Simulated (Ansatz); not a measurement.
# C8H12N2: the cost of one run

Method: the settings change from run to run; program: Ansatz 0.2.0, Gaussian basis.

### Step 1. The geometry

The geometry comes from an earlier relaxation with PBE0-D4 in a triple-zeta def2 set; it is a stationary point, not always the lowest conformer.

SMILES `CCCCCC(C#N)C#N`, 22 atoms, charge 0, spin multiplicity 1.

Atoms are counted from 1 here; the program's logs count them from 0.

Bond lengths: C1–C2 1.520 Å, C1–H11 1.092 Å, C1–H12 1.092 Å, C1–H13 1.094 Å, C2–C3 1.523 Å, C2–H14 1.095 Å, C2–H15 1.096 Å, C3–C4 1.521 Å, C3–H16 1.097 Å, C3–H17 1.096 Å, C4–C5 1.517 Å, C4–H18 1.096 Å, C4–H19 1.094 Å, C5–C6 1.543 Å, C5–H20 1.094 Å, C5–H21 1.094 Å, C6–C7 1.463 Å, C6–C9 1.463 Å and more. Angles: C2–C1–H11 112.1°, C2–C1–H12 111.0°, C2–C1–H13 111.0°, H11–C1–H12 107.2°, H11–C1–H13 107.6°, H12–C1–H13 107.6°, C1–C2–C3 114.1°, C1–C2–H14 109.2°, C1–C2–H15 109.7°, C3–C2–H14 108.5°, C3–C2–H15 109.1°, H14–C2–H15 106.0°, C2–C3–C4 113.9°, C2–C3–H16 109.2°, C2–C3–H17 109.1°, C4–C3–H16 109.3°, C4–C3–H17 108.9°, H16–C3–H17 106.2° and more.

### Step 2. rPW86-PBE/def2-mTZVPP

Options: multiplicity 3.

Input file in.yaml:

```yaml
crystal:
  periodic: [false, false, false]
  atoms:
    - {symbol: C, position_ang: [-1.758212, -1.179598, 2.022524]}
    - {symbol: C, position_ang: [-0.279411, -1.505583, 1.888983]}
    - {symbol: C, position_ang: [0.553593, -0.378144, 1.292984]}
    - {symbol: C, position_ang: [0.195599, -0.043159, -0.146525]}
    - {symbol: C, position_ang: [1.088195, 1.043578, -0.714352]}
    - {symbol: C, position_ang: [0.759122, 1.417338, -2.174491]}
    - {symbol: C, position_ang: [-0.598491, 1.948481, -2.296479]}
    - {symbol: N, position_ang: [-1.657787, 2.387978, -2.351588]}
    - {symbol: C, position_ang: [0.950169, 0.278755, -3.072946]}
    - {symbol: N, position_ang: [1.138858, -0.626363, -3.753704]}
    - {symbol: H, position_ang: [-2.232372, -1.019299, 1.051637]}
    - {symbol: H, position_ang: [-2.296059, -1.992257, 2.515338]}
    - {symbol: H, position_ang: [-1.908343, -0.274054, 2.617796]}
    - {symbol: H, position_ang: [0.124930, -1.752126, 2.875799]}
    - {symbol: H, position_ang: [-0.154147, -2.406224, 1.276961]}
    - {symbol: H, position_ang: [0.441646, 0.520541, 1.912662]}
    - {symbol: H, position_ang: [1.613680, -0.652710, 1.340588]}
    - {symbol: H, position_ang: [0.281385, -0.945460, -0.762978]}
    - {symbol: H, position_ang: [-0.847726, 0.281022, -0.209817]}
    - {symbol: H, position_ang: [1.004255, 1.957480, -0.119750]}
    - {symbol: H, position_ang: [2.136417, 0.733239, -0.687980]}
    - {symbol: H, position_ang: [1.444698, 2.206576, -2.504653]}
basis:
  gaussian: {orbitals: def2-mTZVPP}
magnetization: {spin_polarized: true, initial_magnetization: 2}
hamiltonian: {xc: {name: rPW86-PBE}}
```

On the command line:

```sh
> ansatz run in.yaml --threads 4 --pin off --events-out ev --progress --plain --max-ram 46080MiB --backend cpu
```

Q: Estimate wall time and peak memory on 4 threads of AMD EPYC 7R13, shared host.

About 85 s, with a peak of 1.6 GiB.
